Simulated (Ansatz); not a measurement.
**C₃H₄O₃Sn: a ladder of functionals and wavefunction methods**

The task here is to estimate one member of a computed series from the others.

Method: functionals in def2-TZVPP, the program's frozen cores in correlated methods; program: Ansatz 0.2.0, Gaussian basis.

Levels to be run: LDA (SPW92), PBE-D4, revPBE-D4, BLYP-D4, r2SCAN-D4, B97M-V, PBE0-D4, B3LYP-D4, r2SCANh-D4, r2SCAN0-D4, HSE06-D4, BHLYP-D4, CAM-B3LYP-D4, LC-ωPBE, ωB97X-V, ωB97M-V, B2PLYP, PBE-QIDH; CCSD(T)/def2-SVP; MP2/def2-TZVPP; MP2/def2-QZVPP; RPA on PBE.

## Structure used throughout

All runs share one geometry, relaxed beforehand with PBE0-D4 in a triple-zeta def2 set. Sn takes the def2 core potential; no spin-orbit term is included.

SMILES `[OH][Sn-]1[O]C=CC=[O+]1`, 11 atoms, charge 0, spin multiplicity 1.

Atoms are counted from 1 here; the program's logs count them from 0.

Bond lengths: O1–Sn2 1.990 Å, O1–H8 0.959 Å, Sn2–O3 2.168 Å, Sn2–O7 2.168 Å, O3–C4 1.262 Å, C4–C5 1.390 Å, C4–H9 1.098 Å, C5–C6 1.390 Å, C5–H10 1.081 Å, C6–O7 1.262 Å, C6–H11 1.098 Å. Angles: Sn2–O1–H8 114.8°, O1–Sn2–O3 89.0°, O1–Sn2–O7 88.9°, O3–Sn2–O7 83.7°, Sn2–O3–C4 126.5°, O3–C4–C5 127.8°, O3–C4–H9 115.2°, C5–C4–H9 117.0°, C4–C5–C6 124.3°, C4–C5–H10 117.8°, C6–C5–H10 117.8°, C5–C6–O7 127.8°, C5–C6–H11 117.0°, O7–C6–H11 115.2°, Sn2–O7–C6 126.5°.

The first run:

File in.yaml:

```yaml
crystal:
  periodic: [false, false, false]
  atoms:
    - {symbol: O, position_ang: [0.230839, -2.384947, 0.474696]}
    - {symbol: Sn, position_ang: [-1.478169, -1.408373, 0.768772]}
    - {symbol: O, position_ang: [-0.345689, 0.243776, 1.598102]}
    - {symbol: C, position_ang: [0.395980, 1.041263, 0.960268]}
    - {symbol: C, position_ang: [0.483644, 1.204989, -0.417431]}
    - {symbol: C, position_ang: [-0.298067, 0.518373, -1.339403]}
    - {symbol: O, position_ang: [-1.162579, -0.371756, -1.108816]}
    - {symbol: H, position_ang: [0.204243, -3.318150, 0.695688]}
    - {symbol: H, position_ang: [1.029088, 1.689114, 1.580110]}
    - {symbol: H, position_ang: [1.177235, 1.943720, -0.794754]}
    - {symbol: H, position_ang: [-0.171126, 0.784989, -2.396532]}
basis:
  gaussian: {orbitals: def2-TZVPP}
hamiltonian: {xc: lda}
output: {orbitals: {seedname: orbitals}}
```

Command:

```
$ ansatz run in.yaml --threads 4 --pin off --events-out ev --progress --plain --max-ram 11315MiB
```

Among the steps run: LDA; PBE-D4 (GGA); revPBE-D4 (GGA); BLYP-D4 (GGA); r2SCAN-D4 (meta-GGA); B97M-V (meta-GGA); PBE0-D4 (hybrid); B3LYP-D4 (hybrid); r2SCANh-D4 (hybrid); r2SCAN0-D4 (hybrid); HSE06-D4 (hybrid); BHLYP-D4 (hybrid); CAM-B3LYP-D4 (range-separated); LC-ωPBE (range-separated); ωB97X-V (range-separated); ωB97M-V (range-separated); B2PLYP (double hybrid); PBE-QIDH (double hybrid).

One of the session's tables, all rows but one given; the rest of the session is left out.

It belongs to the step «Frontier levels by functional». 

```
  functional  HOMO (eV)  LUMO (eV)  gap (eV)
 LDA (SPW92)      -6.07      -3.02      3.05
      PBE-D4      -5.84      -2.75      3.10
   revPBE-D4      -5.77      -2.65      3.12
     BLYP-D4          ?          ?         ?
   r2SCAN-D4      -6.10      -2.63      3.47
      B97M-V      -6.00      -2.52      3.48
     PBE0-D4      -6.95      -1.84      5.11
    B3LYP-D4      -6.79      -2.05      4.74
  r2SCANh-D4      -6.52      -2.29      4.23
  r2SCAN0-D4      -7.14      -1.77      5.37
    HSE06-D4      -6.56      -2.22      4.33
    BHLYP-D4      -7.96      -0.78      7.18
CAM-B3LYP-D4      -8.24      -0.73      7.51
     LC-ωPBE      -9.43       0.36      9.79
     ωB97X-V      -9.14       0.35      9.48
     ωB97M-V      -9.09       0.28      9.37
```

**Question.** Estimate the row for BLYP-D4.

Worked estimate for «HOMO (eV)». Against the share of exact exchange, B3LYP-D4 (0.2, -6.79), BHLYP-D4 (0.5, -7.96) give a slope of -3.90 per unit share; at 0 the line stands at -6.01.

As computed: HOMO (eV): -5.73; LUMO (eV): -2.60; gap (eV): 3.13. In «HOMO (eV)» the line misses by -0.28.
